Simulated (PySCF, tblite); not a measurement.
# C₃H₆ClO₂Si radical: geometry, infrared bands and EPR parameters

Wanted: the infrared bands and EPR parameters of C₃H₆ClO₂Si radical (`C=CO[Si](Cl)OC`), by calculation.

Computed with tblite 0.8.0 and PySCF 2.14.0, with density-fitted response routines of our own, on a single molecule in the gas phase. Atoms count from 0, in the outputs and in this text.

**1. The starting structure**

13 atoms, charge 0, multiplicity 2; geometry from: force field or distance geometry start.

Bonds of the start (Å): C0–C1 1.31, C1–O2 1.40, O2–Si3 1.69, Si3–Cl4 2.02, Si3–O5 1.68, O5–C6 1.37, C0–H7 1.10, C0–H8 1.09, C1–H9 1.08, C6–H10 1.08, C6–H11 1.13, C6–H12 1.12.

**2. Geometry optimisation with GFN2-xTB**

The job: settings as JSON, then the geometry in Å.

```
{"job": {"kind": "relax", "xc": "GFN2-xTB", "basis": "xTB"}, "charge": 0, "multiplicity": 2}
C     -2.743100     0.711700    -0.044200
C     -2.287000    -0.518900    -0.046900
O     -0.922500    -0.835000     0.037600
Si     0.334100    -0.122900    -0.847400
Cl     0.333700     1.883500    -1.102900
O      1.800700    -0.932700    -0.841300
C      2.832900    -0.378500    -0.122600
H     -3.837200     0.818500    -0.099200
H     -2.100100     1.589500     0.008900
H     -2.978400    -1.350200    -0.085500
H      3.156100     0.596600    -0.462100
H      2.687800    -0.406700     0.994900
H      3.718500    -1.054500    -0.268000
```

Run with:

```bash
$ OMP_NUM_THREADS=1 python probes_run.py task.json out
```

The driver reads the jobs from task.json and runs them one after another.

**Question.** This job is followed by: GFN2-xTB harmonic vibrations, gas phase; UKS B3LYP, pcH-1 on C Cl H O Si, non-relativistic, mean-field spin-orbit, GIAO. What will the session give for the following? strongest single infrared mode (GFN2-xTB); zero-point energy (GFN2-xTB); g(iso) (B3LYP); ⟨S²⟩; largest a(iso) (averaged by class); potential on the surface of density 0.002 e/bohr³, 1st and 99th percentile.

The runs gave:

```
                                                                  quantity                     value
                                 strongest single infrared mode (GFN2-xTB)     1160 cm⁻¹, 237 km/mol
                                              zero-point energy (GFN2-xTB)             55.7 kcal/mol
                                                            g(iso) (B3LYP)                   2.00170
                                                                      ⟨S²⟩        0.752 (exact 0.75)
                                        largest a(iso) (averaged by class)  29Si on Si3, -1017.2 MHz
potential on the surface of density 0.002 e/bohr³, 1st and 99th percentile        -1.20 V and 0.98 V
```

Over 124 steps the energy fell by 0.914 eV; of the close pairs, O2–Si3 changed most, 1.694 to 1.626 Å. No mode is imaginary among the 33: a minimum at this level. The strongest single mode, at 1160 cm⁻¹, is carried by O5, C6, H10. GFN2-xTB is a fitted tight-binding method: band positions and strengths are rough. Its intensities can rank the bands wrongly. Si3 carries the largest spin population, 0.77 e. The isotropic g lies 0.6 ppt below the free-electron value.
